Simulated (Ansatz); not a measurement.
# WC: the cost of one run

Computed with Ansatz 0.2.0 (DFT, PBE, plane-wave PAW, default files, scalar-relativistic, frozen cores, as far as a step names no other, unless a step's input says otherwise).

**1. Starting point**

The structure is hexagonal, space group P-6m2 (No. 187). The conventional cell has a = 2.898 Å, b = 2.898 Å, c = 2.831 Å, α = 90.00°, β = 90.00°, γ = 120.00°. Around W (site symmetry -6m2) lie 6 C at 2.19 Å. C (site symmetry -6m2) is surrounded by 6 W at 2.19 Å.

As a file:

```xyz
2
Lattice="2.8982 0.0000 0.0000 -1.4491 2.5099 0.0000 0.0000 0.0000 2.8314" Properties=species:S:1:pos:R:3 pbc="T T T"
W     0.0000    0.0000    0.0000
C     1.4491    0.8366    1.4157
```

The earlier run gave: no gap over 0.1 eV on the mesh, largest force 0.000 eV/Å, pressure 8.6 GPa.

Site by site (atoms counted from 1):

```tsv
site	atoms	first shell	V_zz (10²¹ V/m²)	η	C_Q (MHz)
W	1	6 C at 2.19 Å	-13.73	0.00	–
C	2	6 W at 2.19 Å	0.10	0.00	–
```

Conventions: |V_zz| ≥ |V_yy| ≥ |V_xx|, η = (V_xx − V_yy)/V_zz, C_Q = eQV_zz/h. Quadrupole moments are those of Pyykkö's year-2017 table. A dash under C_Q marks elements without a common quadrupolar isotope.

**2. Z stretched by +3 %, ions relaxed**

Contents of input.yaml:

```yaml
crystal:
  lattice:
    - [2.8982, 0.0, 0.0]
    - [-1.4491, 2.5099148252, 0.0]
    - [0.0, 0.0, 2.916342]
  atoms:
    - { symbol: W, position: [0.0, 0.0, 0.0], spin: 2.0 }
    - { symbol: C, position: [0.6666666667, 0.3333333333, 0.5] }
magnetization:
  spin_polarized: true
kpoints:
  mp_grid: { grid: [18, 18, 16] }
scf:
  occupations: { method: fermi_dirac, width: 0.05 }
hamiltonian:
  xc: pbe
  pseudopotentials: { kind: paw, frozen_core: stored }
output:
  forces: true
  stress: true
  populations: true
  efg: {}
relax:
  f_tol: 0.02
  max_steps: 60
```

Started as:

```bash
$ ansatz run input.yaml --threads 1 --pin off --max-ram 3072MiB --backend cpu --events-out ev --progress --plain --runs-dir out
```

**Question.** How long does this run take on 1 thread of Intel Xeon at 2.50GHz (Skylake/Cascade Lake), shared host, and how much memory does it need?

About 77 s, with a peak of 0.56 GiB.
